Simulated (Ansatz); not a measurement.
Predict the output of the script below (the Python package of Ansatz (0.2.0)).

Script `tae_h6npsi2.py`:
```python
"""Atomisation energy of H6NPSi2 at the given geometry."""

from collections import Counter

import ansatz as az


def energy(molecule, charge=0, unpaired=0):
    calc = (
        molecule.calculation()
        .basis(gaussian="cc-pVTZ")
        .functional("r2scan0")
    )
    if charge:
        calc = calc.charge(charge)
    if unpaired:
        calc = calc.spin("collinear", total=unpaired)
    return calc.run().report["free_energy_ev"]

GEOMETRY = """
Si   -0.83270    1.01130   -0.54770
N     0.44000    0.23740    0.08240
Si   -0.06300   -0.86020    1.16070
P     1.48910   -0.50200   -0.97580
H    -1.80100    0.12180   -1.28210
H    -1.63250    1.71280    0.54970
H    -0.40600    2.13220   -1.47490
H    -0.79660   -1.96040    0.61330
H     1.08630   -1.35590    2.05150
H     2.59960   -0.58830   -0.17400
"""

mol = az.Crystal.molecule()
for line in GEOMETRY.strip().splitlines():
    symbol, *xyz = line.split()
    mol = mol.atom(symbol, [float(v) for v in xyz])

# unpaired electrons of the ground-state atoms
unpaired = {"Si": 2, "N": 3, "P": 3, "H": 1}
counts = Counter(site.symbol for site in mol.cartesian_sites)
atom_energy = {s: energy(az.Crystal.molecule().atom(s, (0, 0, 0)), 0, unpaired[s]) for s in counts}
whole = energy(mol, 0, 0)
for s, e in atom_energy.items():
    print(f"{s:2s} x{counts[s]}  {e:14.5f} eV")
print(f"H6NPSi2: {whole:.5f} eV")
split = sum(counts[s] * e for s, e in atom_energy.items()) - whole
print(f"atomisation energy (no zero-point term): {23.060548 * split:.1f} kcal/mol, {split / sum(counts.values()):.3f} eV an atom")
```

Output of `python tae_h6npsi2.py`:
```text
Si x2     -7873.48000 eV
N  x1     -1485.18354 eV
P  x1     -9285.69121 eV
H  x6       -13.60218 eV
H6NPSi2: -26627.33348 eV
atomisation energy (no zero-point term): 643.1 kcal/mol, 2.789 eV an atom
```

643.1 kcal/mol from the electronic energies, without the zero-point term.

Caveats:
- Total energies depend on the basis set; only differences at equal settings carry meaning.
- The geometry is a force-field or estimated start, not a minimum of this method, and the basis set is short of its limit. All parts are taken at fixed geometry, without zero-point energy.
- For Al to Cl the sets with a tight d function, cc-pV(X+d)Z, are usual.
- The whole script took 20 s on 1 thread of Arm Neoverse V2, on a shared host, peak memory 0.51 GiB.

(Lines on the test bed's own set-up are left out of the output.)
